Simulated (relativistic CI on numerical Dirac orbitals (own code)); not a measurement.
**Cu³⁺: L-alpha,beta emission multiplets**

Aim: the L-alpha,beta emission spectrum of Cu³⁺ in 3 surroundings, from the same atomic integrals.

Method: Dirac-Coulomb-Breit CI, KLI orbitals optimised for each configuration, model QED (radiative potential, 1s self-energy scaled to tabulated hydrogen-like ionisation energies), valence Slater integrals scaled by 0.7, multiplet model of X-ray emission after core ionisation in a parametric crystal field. Code: relativistic CI on numerical Dirac orbitals (own code) version 1.

### 1 Starting point

```
ion            : Cu³⁺ (Cu IV)
nuclear charge : 29
electrons      : 26
configurations : [Ar] 3d8 → [He] 2s2 2p5 3s2 3p6 3d8 → [Ar] 3d7
temperature    : 300 K
widths         : Lorentz 0.6 eV, Gauss 0.5 eV
surrounding 1  : Td, 10Dq = -5950 cm⁻¹
surrounding 2  : D4h, 10Dq = 27300, Ds = 650, Dt = 870 cm⁻¹
surrounding 3  : Oh, 10Dq = 30150 cm⁻¹
```

### 2 Surrounding 1: Td, 10Dq = -5950

Settings of the run:

```ini
atom Cu  Z=29  charge=3  electrons=26
nucleus A=63  rms_radius_fm=3.8823
hamiltonian dirac-coulomb  breit=on  qed=on  c_scale=1
orbitals kli  potential=per-configuration
slater_scale 0.7
correlation none
mixing on
configurations
  [Ar] 3d8
  [He] 2s2 2p5 3s2 3p6 3d8
  [Ar] 3d7
end
emission L-alpha,beta T=300 lorentz=0.6 gauss=0.5
crystal_field Td 10Dq=-5950
```

### 3 Surrounding 2: D4h, 10Dq = 27300, Ds = 650, Dt = 870

Changes to the settings of step 2:

```diff
@@ -13,2 +13,2 @@
 emission L-alpha,beta T=300 lorentz=0.6 gauss=0.5
-crystal_field Td 10Dq=-5950
+crystal_field D4h 10Dq=27300 Ds=650 Dt=870
```

### 4 Surrounding 3: Oh, 10Dq = 30150

Changes to the settings of step 3:

```diff
@@ -13,2 +13,2 @@
 emission L-alpha,beta T=300 lorentz=0.6 gauss=0.5
-crystal_field D4h 10Dq=27300 Ds=650 Dt=870
+crystal_field Oh 10Dq=30150
```

(Steps that only read results are left out.)

What does the calculation give? Wanted: highest peak, first run; ground spin.

The runs gave:

| surrounding | ground S | centroid (eV) | spread (eV) | up to four highest peaks (% of the highest), eV |
| --- | --- | --- | --- | --- |
| 1: Td | 1.00 | 945.93 | 9.87 | 935.0 (50), 937.2 (93), 955.9 (100), 957.6 (47) |
| 2: D4h | 1.00 | 943.66 | 10.03 | 934.8 (100), 935.8 (63), 954.0 (46), 956.0 (76) |
| 3: Oh | 1.00 | 943.41 | 10.10 | 934.4 (100), 936.7 (43), 955.2 (53), 955.9 (54) |

```
                           quantity     value
            highest peak, first run  955.9 eV
ground spin (effective S from ⟨S²⟩)      1.00
```

What this shows: The position of the maximum differs by up to 21.5 eV between the surroundings, by shifts of peaks or by peaks exchanging rank. Photon energies are those of the free ion; lines in solids lie some eV away, more where the ion's charge is far from that in the solid.
